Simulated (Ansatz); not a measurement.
# H7NO2Si2: one species, many methods

An exercise on one series of results from a longer session: the logs are not shown, and one member is left open.

The runs use Ansatz 0.2.0, Gaussian basis; functionals in def2-TZVPP, the program's frozen cores in correlated methods.

Levels to be run: PBE-D4, r2SCAN-D4, PBE0-D4, B3LYP-D4, ωB97X-V, ωB97M-V, B2PLYP; CCSD(T)/def2-TZVPP; MP2/def2-QZVPP; extrapolation to the limit.

## Structure used throughout

An earlier PBE0-D4 in a triple-zeta def2 set relaxation fixed the geometry.

SMILES `O[SiH2]N[SiH2]O`, 12 atoms, charge 0, spin multiplicity 1.

Atoms are counted from 1 here; the program's logs count them from 0.

Bond lengths: O1–Si2 1.645 Å, O1–H6 0.958 Å, Si2–N3 1.723 Å, Si2–H7 1.487 Å, Si2–H8 1.478 Å, N3–Si4 1.713 Å, N3–H9 1.010 Å, Si4–O5 1.647 Å, Si4–H10 1.484 Å, Si4–H11 1.490 Å, O5–H12 0.958 Å. Angles: Si2–O1–H6 117.9°, O1–Si2–N3 114.4°, O1–Si2–H7 110.5°, O1–Si2–H8 103.5°, N3–Si2–H7 105.7°, N3–Si2–H8 110.3°, H7–Si2–H8 112.5°, Si2–N3–Si4 127.5°, Si2–N3–H9 115.8°, Si4–N3–H9 116.7°, N3–Si4–O5 109.1°, N3–Si4–H10 105.7°, N3–Si4–H11 112.3°, O5–Si4–H10 112.2°, O5–Si4–H11 107.6°, H10–Si4–H11 110.0°, Si4–O5–H12 117.1°.

The first run:

Contents of in.yaml:

```yaml
crystal:
  periodic: [false, false, false]
  atoms:
    - {symbol: O, position_ang: [-1.806351, -0.547516, -1.853950]}
    - {symbol: Si, position_ang: [-1.326702, -0.930236, -0.327341]}
    - {symbol: N, position_ang: [0.314128, -0.539585, 0.022997]}
    - {symbol: Si, position_ang: [0.962186, 1.001524, 0.396108]}
    - {symbol: O, position_ang: [1.553710, 0.979512, 1.932927]}
    - {symbol: H, position_ang: [-1.345844, -0.961636, -2.584854]}
    - {symbol: H, position_ang: [-1.451811, -2.393726, -0.093017]}
    - {symbol: H, position_ang: [-2.236229, -0.140211, 0.528117]}
    - {symbol: H, position_ang: [0.953108, -1.321379, 0.060638]}
    - {symbol: H, position_ang: [-0.161455, 1.959062, 0.241504]}
    - {symbol: H, position_ang: [2.081218, 1.378599, -0.512510]}
    - {symbol: H, position_ang: [2.281845, 1.570393, 2.128682]}
basis:
  gaussian: {orbitals: def2-TZVPP}
hamiltonian: {xc: pbe, dispersion: d4}
output: {forces: true, orbitals: {seedname: orbitals}}
```

Steps of the session up to this table: PBE-D4 (GGA); r2SCAN-D4 (meta-GGA); PBE0-D4 (hybrid); B3LYP-D4 (hybrid); ωB97X-V (range-separated); ωB97M-V (range-separated); B2PLYP (double hybrid); CCSD(T) in def2-TZVPP; MP2 in def2-QZVPP.

One table of the session follows, with a row left open; its other results are not shown here.

| method | atomisation energy (kJ/mol) |
| --- | --- |
| PBE-D4 | 4301.7 |
| r2SCAN-D4 | 4279.9 |
| PBE0-D4 | 4230.2 |
| B3LYP-D4 | 4287.1 |
| ωB97X-V | 4316.9 |
| ωB97M-V | 4312.4 |
| B2PLYP | 4246.5 |
| HF/def2-TZVPP | 3068.5 |
| MP2/def2-TZVPP | 4248.0 |
| CCSD/def2-TZVPP | 4124.2 |
| CCSD(T)/def2-TZVPP | 4180.5 |
| MP2/CBS | ? |
| CCSD(T)/CBS | 4320.3 |

Estimate the missing values for MP2/CBS.

**Answer.** atomisation energy (kJ/mol): 4387.8. In the column «atomisation energy (kJ/mol)» it is the highest.
